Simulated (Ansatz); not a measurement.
# SnSe: response at fixed volumes

The task, for SnSe: compute its response at set volumes.

Method: DFT LDA, scalar-relativistic, plane waves, PAW, in Ansatz 0.2.0.

3 further runs of the same task are left out: 3 set aside as unsound or not needed.

## (1) The system as given

Symmetry: F-43m, No. 216, cubic system. Conventional cell: a = 6.571 Å, b = 6.571 Å, c = 6.571 Å, α = 90.00°, β = 90.00°, γ = 90.00°. Sn (site symmetry -43m) has 4 Se at 2.85 Å in its first shell of neighbours. Around Se (site symmetry -43m) lie 4 Sn at 2.85 Å.

As a file:

```cif
data_structure
_symmetry_space_group_name_H-M 'P 1'
_symmetry_Int_Tables_number 1
_cell_length_a 4.6465
_cell_length_b 4.6465
_cell_length_c 4.6465
_cell_angle_alpha 60.000
_cell_angle_beta 60.000
_cell_angle_gamma 60.000
_cell_volume 70.94
loop_
_atom_site_label
_atom_site_type_symbol
_atom_site_fract_x
_atom_site_fract_y
_atom_site_fract_z
_atom_site_occupancy
Sn1 Sn 0.00000 0.00000 0.00000 1
Se1 Se 0.25000 0.25000 0.25000 1
```

This is a trial structure built by rule; it need not be a known or stable form of this composition.

This is a trial structure, the zincblende prototype, and another one may lie lower.

## (2) Single point at 1.000 V0

Input file input.yaml:

```yaml
crystal:
  lattice:
    - [0.0, 3.2856, 3.2856]
    - [3.2856, 0.0, 3.2856]
    - [3.2856, 3.2856, 0.0]
  atoms:
    - { symbol: Sn, position: [0.0, 0.0, 0.0] }
    - { symbol: Se, position: [0.25, 0.25, 0.25] }
basis:
  ecutwfc: 420
kpoints:
  mp_grid: { grid: [8, 8, 8] }
hamiltonian:
  xc: lda
scf:
  occupations: { method: fermi_dirac, width: 0.15 }
output:
  forces: true
  stress: true
  eigenvalues: true
```

Run with:

```bash
$ ansatz run input.yaml --threads 4 --pin off --max-ram 12288MiB --backend cpu --events-out ev --progress --plain --runs-dir out
```

Standard output, shortened:

```text
Warning: RAYON_NUM_THREADS=4 ignored (pool sized by the plan → 4); use --threads N
[...]
Pseudopotentials: kind: paw
Pseudopotential: Sn, paw, valence charge 14, recommended cutoff 420 eV (normal), Sn.paw.azcp
Pseudopotential: Se, paw, valence charge 16, recommended cutoff 420 eV (normal), Se.paw.azcp
Functional definition: SPW92
[...]
Crystal: 2 atoms, lattice volume = 70.937 Å³
Basis set: ecut = 420 eV, 1411 PW (Γ)
Bands: 19, of which v1, the nominal top of the filled ones, is band 15 counted from 1 (14 counted from 0)
Symmetry: 24 space group operations
Space group: F-43m (ITA 216), of the structure as read, at distance tolerance 4.1e-5 Å
k-points: 29 of 512 (time reversal used)
[...]
SCF iter   1: F=—  HF=-11262.953102 eV  |F-HF|=—  |Δ(HF+E_count)|=         —  Δρ=4.12e-3  dr2=5.75e-3  ethr=1.77e-3  ⟨swp⟩=5.4  Hψ=2627  notcnv=0
[...]
SCF iter   6: F=-11262.948632 eV  HF=-11262.948632 eV  |F-HF|=1.72e-8  |Δ(HF+E_count)|=   4.78e-7  Δρ=9.13e-6  dr2=8.05e-8  ethr=3.33e-10  ⟨swp⟩=4.7  Hψ=2449  notcnv=0
[...]
SCF converged after 6 iterations
Free energy (F): -11262.948632 eV
[...]
E sigma→0 (E₀):  -11262.924488 eV
Entropy (-TS):   -0.048289 eV (-24.144 meV/atom)
Fermi energy:    5.941282 eV
[...]
--- Forces (eV/Å), atoms counted from 1 ---
  atom   1  Sn    -0.00000000     0.00000000    -0.00000000
  atom   2  Se     0.00000000    -0.00000000     0.00000000
[...]
--- Stress (GPa, compression-positive) ---
        0.012472       0.000000      -0.000000
        0.000000       0.012472       0.000000
       -0.000000       0.000000       0.012472
  P = ⅓ Tr σ = 0.0125 GPa (0.125 kbar)
--- Band table (eV; the first three rows and the last of 29) ---
  k-point 0: bands = ["-42.0297", "-42.0297", "-42.0297", "-42.0278", "-42.0278", "-15.7198", "-15.7198", "-15.7198", "-15.6981", "-15.6981", "-7.7901", "0.6426", "3.4642", "3.4642", "3.4642", "7.3541", "7.3541", "7.3541", "10.5920"]
[...]
```

Run time: 1.1 s. Hardware: 4 threads of AMD EPYC 7R43 (Zen 3), shared host; peak memory 0.43 GiB.

## (3) Phonons at Γ at 1.000 V0

input.yaml, as its differences from that of step 2:

```diff
@@ -17,4 +17,5 @@
 output:
-  forces: true
-  stress: true
   eigenvalues: true
+phonons:
+  method: dfpt
+  eigenvectors: true
```

Run with:

```bash
$ ansatz run input.yaml --threads 4 --pin off --max-ram 12288MiB --backend cpu --events-out ev --progress --plain --runs-dir out
```

Standard output, shortened:

```text
Warning: RAYON_NUM_THREADS=4 ignored (pool sized by the plan → 4); use --threads N
zone centre: on kpoints.mp_grid the ground state, and the responses unless they are solved on pairs of k-points, stand on 59 of the mesh's 512 k-points, reduced under 8 symmetry operations, with k and −k counted as one. Each operation leaves every solved displacement unchanged or reverses it
[...]
[... 4 set-up lines as earlier in the session ...]
[...]
Crystal: 2 atoms, lattice volume = 70.937 Å³
Basis set: ecut = 420 eV, 1411 PW (Γ), exchange–correlation on 64×64×64 points (8 copies of the dense FFT grid, shifted against one another)
Bands: 19, of which v1, the nominal top of the filled ones, is band 15 counted from 1 (14 counted from 0)
[...]
SCF converged after 9 iterations
Free energy (F): -11262.948633 eV
[...]
E sigma→0 (E₀):  -11262.924491 eV
Entropy (-TS):   -0.048283 eV (-24.142 meV/atom)
Fermi energy:    5.941238 eV
[...]
--- Band table (eV; the first three rows and the last of 59) ---
  k-point 0: bands = ["-42.0298", "-42.0298", "-42.0298", "-42.0279", "-42.0279", "-15.7199", "-15.7199", "-15.7199", "-15.6982", "-15.6982", "-7.7902", "0.6427", "3.4641", "3.4641", "3.4641", "7.3541", "7.3541", "7.3541", "10.5921"]
[...]
--- Phonons (Γ-DFPT): 2 representative perturbations + reference, on 59 of 512 k-points (Σ response iterations 6) ---
  k mesh reduced under 8 symmetry operations, with k and −k counted as one. Each operation leaves every solved displacement unchanged or reverses it
  ASR residual: 8.399e-5 → 0.000e0 eV/Å²; symmetrization residual: 1.011e-5 eV/Å²
  ASR residual per site (eV/Å²): 6.67e-5 8.40e-5
  Γ frequencies (cm⁻¹): 0.00 0.00 0.00 123.72 123.72 123.72
  non-analytic LO–TO correction: not included (Born effective charges unavailable; polar crystals: no LO–TO splitting at Γ)
```

It took 7 s on 4 threads of AMD EPYC 7R43 (Zen 3), shared host; peak memory 0.61 GiB.

Optical levels at the zone centre, without the three acoustic modes (i: imaginary):

| cm⁻¹ | THz | modes |
| --- | --- | --- |
| 124 | 3.71 | 3 |

Displacements in the lowest optical mode (124 cm⁻¹), eigenvector over the root of the mass, scaled so that the longest move is 1. It is one member of a degenerate level, so its direction within the level is arbitrary.

| atom | x | y | z |
| --- | --- | --- | --- |
| Sn1 | 0.29 | 0.38 | -0.46 |
| Se2 | -0.44 | -0.57 | 0.70 |

## (4) Elastic constants at 1.000 V0

input.yaml, as its differences from that of step 3:

```diff
@@ -17,5 +17,7 @@
 output:
+  forces: true
+  stress: true
   eigenvalues: true
-phonons:
-  method: dfpt
-  eigenvectors: true
+elastic:
+  mode: relaxed_ion
+  amplitude: 0.005
```

Run with:

```bash
$ ansatz run input.yaml --threads 4 --pin off --max-ram 12288MiB --backend cpu --events-out ev --progress --plain --runs-dir out
```

Standard output, shortened:

```text
Warning: RAYON_NUM_THREADS=4 ignored (pool sized by the plan → 4); use --threads N
band count auto-derived: 20 (N_el = 30.0; filled up to band 15; 19 by the electrons, moments and atoms)
[...]
[... 4 set-up lines as earlier in the session ...]
[...]
Crystal: 2 atoms, lattice volume = 70.937 Å³
Basis set: ecut = 420 eV, 1411 PW (Γ)
Bands: 20, of which v1, the nominal top of the filled ones, is band 15 counted from 1 (14 counted from 0)
[... 2 set-up lines as earlier in the session ...]
k-points: 29 of 512 (time reversal used)
[...]
     5.000e-3       0.1438      -11262.9484849       6   18465   1411   relax 0 steps, max|allowed force component| 1.67e-16 eV/Å
     1.000e-2       0.3026      -11262.9479930       7   19015   1411   relax 0 steps, max|allowed force component| 1.67e-16 eV/Å
  strain η (Voigt 23):  stress-route row diagonal C_44 = -17.21 GPa, energy-path curvature d²(F+E_count+ΔE)/dδ²/Ω₀ = -17.15 GPa
    cells at ±δ against ±2δ: C44 -17.18 and -17.09 GPa, apart by 0.51 % of the column's largest entry
         δ    σ_23 (GPa)             F (eV)   n_scf  n_hpsi   n_pw
    -1.000e-2       0.1709      -11262.9490080       2   16603   1403   relax 3 steps, max|allowed force component| 3.69e-6 eV/Å
    -5.000e-3       0.0859      -11262.9487240       2   16759   1411   relax 3 steps, max|allowed force component| 1.09e-7 eV/Å
     5.000e-3      -0.0859      -11262.9487239       2   16608   1411   relax 2 steps, max|allowed force component| 3.46e-5 eV/Å
     1.000e-2      -0.1709      -11262.9490080       2   16794   1403   relax 3 steps, max|allowed force component| 1.30e-7 eV/Å
```

Wall time 41 s (4 threads of AMD EPYC 7R43 (Zen 3), shared host); peak memory 0.56 GiB.

## (5) Summary of results

```
                   quantity                  value
  pressure, gap at 1.000 V0  0.0 GPa, none (metal)
         optical modes at Γ               124 cm⁻¹
C11, C12, C44 (relaxed-ion)        31, 38, -17 GPa
```

What this shows: All optical modes at Γ are real, so no distortion that keeps the cell lowers the energy to second order; that says nothing of other wave vectors. A negative eigenvalue (-17.2 GPa) of the relaxed-ion tensor marks a strain that the crystal does not resist. In a metal such response values depend on mesh and smearing, which were not converged here.
